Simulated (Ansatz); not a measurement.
SbP in Ansatz: convergence with xc grid

The system is SbP.

```xyz
2
Lattice="4.4252 0.0000 0.0000 -2.2126 3.8323 0.0000 0.0000 0.0000 3.1659" Properties=species:S:1:pos:R:3 pbc="T T T"
Sb    0.0222    0.0268    1.2483
P    -0.0248    2.5752    1.2639
```

The cell was built by a generator and needn't be a form met in nature.

The cell isn't the ideal one: atoms moved at random, drawn with an rms of 0.05 Å.

```yaml
Program: Ansatz 0.2.0
Task: convergence study
Functional: PBE
Potentials_or_basis: Ansatz NC
Cutoff: "1088 eV (not typed: the program's choice for these potentials)"
k_mesh: 5 × 5 × 6
Occupations: fermi-dirac, width 0.05 eV
Spin: no spin polarisation
```

These are the settings of the first run; the series varies xc grid, with any setting tied to it.

Hardware: 2 threads of Arm Neoverse V1, on a shared host.

| xc grid | energy less the tightest run, at zero smearing (meV/atom) | SCF cycles | CPU time (s) | peak memory (GiB) |
| --- | --- | --- | --- | --- |
| 1 | 0.00 | 7 | 24 | 0.39 |
| 2 | 0.00 | 7 | 24 | 0.41 |
| 3 | 0.00 | 7 | 25 | 0.46 |
| 4 | 0.00 | 7 | 26 | 0.56 |
| 5 | 0.00 | 7 | 28 | 0.77 |

Against the tightest run, the energy stays within 1 meV/atom from 1 on. The tightest run that finished is the yardstick and may itself not be fully converged.

The run has no spin-orbit coupling, so splittings on Sb are missing.
